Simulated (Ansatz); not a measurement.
# Si2Mo: a relaxation

Aim: a sound relaxation of Si2Mo. The structure is shown as the input types it.

Program: Ansatz 0.2.0. Level of theory: DFT, PBE, PAW with Ansatz's default frozen-core files, scalar-relativistic. These are calculated values, not measurements.

## (1) The system as given

The structure is tetragonal, space group I4/mmm (No. 139). The conventional cell has a = 3.204 Å, b = 3.204 Å, c = 7.816 Å, α = 90.00°, β = 90.00°, γ = 90.00°. Si (site symmetry 4mm) has 5 Si at 2.57 to 2.63 Å and 5 Mo at 2.61 to 2.62 Å in its first shell of neighbours. Mo (site symmetry 4/mmm) is surrounded by 10 Si at 2.61 to 2.62 Å.

Structure file:

```xyz
3
Lattice="-1.6021 1.6021 3.9081 1.6021 -1.6021 3.9081 1.6021 1.6021 -3.9081" Properties=species:S:1:pos:R:3 pbc="T T T"
Si    0.0000    0.0000    5.1944
Si    0.0000    0.0000    2.6218
Mo    0.0000    0.0000    0.0000
```

## (2) Running it

Input file input.yaml:

```yaml
crystal:
  lattice:
    - [-1.6021322798, 1.6021322798, 3.9080959821]
    - [1.6021322798, -1.6021322798, 3.9080959821]
    - [1.6021322798, 1.6021322798, -3.9080959821]
  atoms:
    - { symbol: Si, position: [0.66457063, 0.66457063, 0.0] }
    - { symbol: Si, position: [0.33542937, 0.33542937, 0.0] }
    - { symbol: Mo, position: [0.0, 0.0, 0.0] }
kpoints:
  mp_grid: { grid: [16, 16, 16] }
scf:
  occupations: { method: fermi_dirac, width: 0.05 }
  mixing: { algorithm: anderson, beta: 1.5, ndim: 1, preconditioner: none }
  max_iter: 50
hamiltonian:
  xc: pbe
  pseudopotentials: { kind: paw }
output:
  forces: true
  stress: true
relax:
  f_tol: 0.01
  max_steps: 30
  cell: { stress_tol: 0.05, fix: [volume] }
```

Run with:

```
> ansatz run input.yaml --threads 1 --pin off --max-ram 3072MiB --backend cpu --events-out ev --progress --plain --runs-dir out
```

What it wrote:

```text
Error: invalid value for `scf.mixing.beta`: must be finite and in (0, 1]; got 1.5
```

Run time: 0.04 s. Hardware: 1 thread of Arm Neoverse N1, shared host; peak memory 0.032 GiB.

## (3) What went wrong

Nothing was computed: the input was turned down at the start. Its message: «invalid value for `scf.mixing.beta`: must be finite and in (0, 1]; got 1.5»

The program checks this value's range before starting, and it fails the check.

Fix: choose a value inside the allowed range.

## (4) Summary of results

| quantity | value |
| --- | --- |
| ending | refused |
| cause | value out of range |

No usable result came of this run.
